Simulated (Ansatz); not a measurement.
**BHLYP/cc-pVDZ run of C2H9AlSi (SMILES C[SiH](C)[AlH2])**

Aim: the vertical ionisation energy of C2H9AlSi at BHLYP/cc-pVDZ, from 2 runs. 

Program for the calculation: Ansatz 0.2.0.

45 further runs of the same task are left out: 45 set aside as unsound or not needed. Runs told in other sessions of the task aren't counted.

## (1) The structure to begin with

C2H9AlSi: 13 atoms, total charge 0, spin state singlet. SMILES: `C[SiH](C)[AlH2]`. Geometry: relaxed at PBE0-D4/def2-TZVP.

Bond lengths: C1–Si2 1.884 Å, Si2–C3 1.884 Å, Si2–Al4 2.463 Å, C1–H5 1.092 Å, C1–H6 1.093 Å, C1–H7 1.093 Å, Si2–H8 1.501 Å, C3–H9 1.093 Å, C3–H10 1.093 Å, C3–H11 1.092 Å, Al4–H12 1.594 Å, Al4–H13 1.594 Å. Some angles: C1–Si2–C3 110.0°, C1–Si2–Al4 112.9°, C3–Si2–Al4 112.9°, C1–Si2–H8 107.4°, C3–Si2–H8 107.4°, Al4–Si2–H8 105.9°, Si2–C1–H5 111.2°, Si2–C1–H6 111.1°, Si2–C1–H7 110.7°, Si2–C3–H9 110.7°.

## (2) The energy at BHLYP/cc-pVDZ

File job.yaml:

```yaml
crystal:
  periodic: [false, false, false]
  atoms:
    - {symbol: C, position_ang: [-0.866600, 1.411600, -0.714500]}
    - {symbol: Si, position_ang: [-0.138800, -0.288000, -0.351000]}
    - {symbol: C, position_ang: [1.742200, -0.215000, -0.436200]}
    - {symbol: Al, position_ang: [-0.964000, -1.250200, 1.760500]}
    - {symbol: H, position_ang: [-1.958500, 1.381800, -0.711700]}
    - {symbol: H, position_ang: [-0.550700, 2.142800, 0.033900]}
    - {symbol: H, position_ang: [-0.539400, 1.770100, -1.694100]}
    - {symbol: H, position_ang: [-0.602000, -1.216600, -1.435400]}
    - {symbol: H, position_ang: [2.070400, 0.143000, -1.415700]}
    - {symbol: H, position_ang: [2.144200, 0.462300, 0.321500]}
    - {symbol: H, position_ang: [2.182900, -1.200600, -0.270400]}
    - {symbol: H, position_ang: [-0.100900, -2.306700, 2.585400]}
    - {symbol: H, position_ang: [-2.398600, -0.869500, 2.342400]}
basis:
  gaussian: {orbitals: cc-pVDZ}
hamiltonian: {xc: {name: BHLYP}}
accuracy: high
output: {orbitals: {seedname: orbitals}}
```

Started as:

```sh
ansatz run job.yaml --threads 1 --pin off --max-ram 2610MiB --events-out events.jsonl --progress --plain --runs-dir runs
```

Output:

```text
Warning: RAYON_NUM_THREADS=1 ignored (pool sized by the plan → 1); use --threads N
Functional definition: BHLYP
  name "BHLYP"
  parameter a = 0.5
  exchange = (1 - a)*b88_x + a*exact_x
  correlation = lyp_c
2636 factors; integrals over basis functions are off by at most 3.8e-9 eV
mean field evaluation 1: about -16688.2468 eV, gradient 4.5e1 eV
mean field evaluation 2: about -16689.5455 eV, gradient 3.8e1 eV
mean field evaluation 4: about -16693.2836 eV, gradient 5.6e-1 eV
mean field evaluation 8: about -16693.6712 eV, gradient 8.5e-2 eV
mean field evaluation 16: about -16693.6712 eV, gradient 3.6e-5 eV
mean field -16693.67124538 eV, -613.4811028909 hartree, gradient 3.8e-8 eV, S^2 0.000000; 0 other end points of the search recorded, 0 dependent functions left out
reference -16693.67128048 eV, -613.4811041808 hartree; 24, 24 occupied and 85, 85 virtual orbitals, 2636 factors
Total energy: -16693.67128048 eV, -613.4811041808 hartree
```

Run time: 16 s. Hardware: 1 thread of Intel Xeon Platinum 8259CL at 2.50GHz (Skylake/Cascade Lake), shared host; peak memory 0.47 GiB.

## (3) The doublet cation at the same level

File job.yaml:

```yaml
crystal:
  periodic: [false, false, false]
  atoms:
    - symbol: C
      position_ang: [-0.866600, 1.411600, -0.714500]
    - symbol: Si
      position_ang: [-0.138800, -0.288000, -0.351000]
    - symbol: C
      position_ang: [1.742200, -0.215000, -0.436200]
    - symbol: Al
      position_ang: [-0.964000, -1.250200, 1.760500]
    - symbol: H
      position_ang: [-1.958500, 1.381800, -0.711700]
    - symbol: H
      position_ang: [-0.550700, 2.142800, 0.033900]
    - symbol: H
      position_ang: [-0.539400, 1.770100, -1.694100]
    - symbol: H
      position_ang: [-0.602000, -1.216600, -1.435400]
    - symbol: H
      position_ang: [2.070400, 0.143000, -1.415700]
    - symbol: H
      position_ang: [2.144200, 0.462300, 0.321500]
    - symbol: H
      position_ang: [2.182900, -1.200600, -0.270400]
    - symbol: H
      position_ang: [-0.100900, -2.306700, 2.585400]
    - symbol: H
      position_ang: [-2.398600, -0.869500, 2.342400]
basis:
  gaussian: {orbitals: cc-pVDZ}
total_charge: 1
magnetization: {spin_polarized: true, initial_magnetization: 1}
hamiltonian: {xc: {name: BHLYP}}
accuracy: high
output: {orbitals: {seedname: orbitals}}
```

Started as:

```sh
ansatz run job.yaml --threads 1 --pin off --max-ram 2610MiB --events-out events.jsonl --progress --plain --runs-dir runs
```

Output:

```text
Warning: RAYON_NUM_THREADS=1 ignored (pool sized by the plan → 1); use --threads N
[... 5 set-up lines as earlier in the session ...]
2636 factors; integrals over basis functions are off by at most 3.8e-9 eV
mean field evaluation 1: about -16675.1745 eV, gradient 4.3e1 eV
mean field evaluation 2: about -16675.6729 eV, gradient 4.0e1 eV
mean field evaluation 4: about -16684.6680 eV, gradient 7.9e-1 eV
mean field evaluation 8: about -16684.7128 eV, gradient 2.6e-2 eV
mean field evaluation 16: about -16684.7128 eV, gradient 1.5e-4 eV
mean field evaluation 32: about -16684.4679 eV, gradient 1.8e0 eV
mean field -16684.71280692 eV, -613.1518863496 hartree, gradient 7.6e-8 eV, S^2 0.756821; 2 other end points of the search recorded, 0 dependent functions left out
reference -16684.71284101 eV, -613.1518876026 hartree; 24, 23 occupied and 85, 86 virtual orbitals, 2636 factors
Total energy: -16684.71284101 eV, -613.1518876026 hartree
```

Wall time 27 s (1 thread of Intel Xeon Platinum 8259CL at 2.50GHz (Skylake/Cascade Lake), shared host); peak memory 0.64 GiB.

## (4) Outcome

Level: BHLYP/cc-pVDZ.

| quantity | value |
| --- | --- |
| singlet C2H9AlSi: total energy | -613.48110 Eh |
| singlet C2H9AlSi: HOMO energy | -7.92 eV |
| singlet C2H9AlSi: LUMO energy | -1.05 eV |
| singlet C2H9AlSi: HOMO–LUMO gap | 6.87 eV |
| doublet cation: total energy | -613.15189 Eh |
| doublet cation: HOMO energy (highest over α and β) | -14.52 eV |
| doublet cation: LUMO energy (lowest over α and β) | -9.99 eV |
| doublet cation: ⟨S²⟩ | 0.757 |
| vertical ionisation energy (to the doublet cation) | 8.958 eV |

The vertical ionisation energy comes to 8.96 eV (864 kJ/mol). The negative HOMO energy of the first species, 7.92 eV, lies 1.04 eV below that difference.
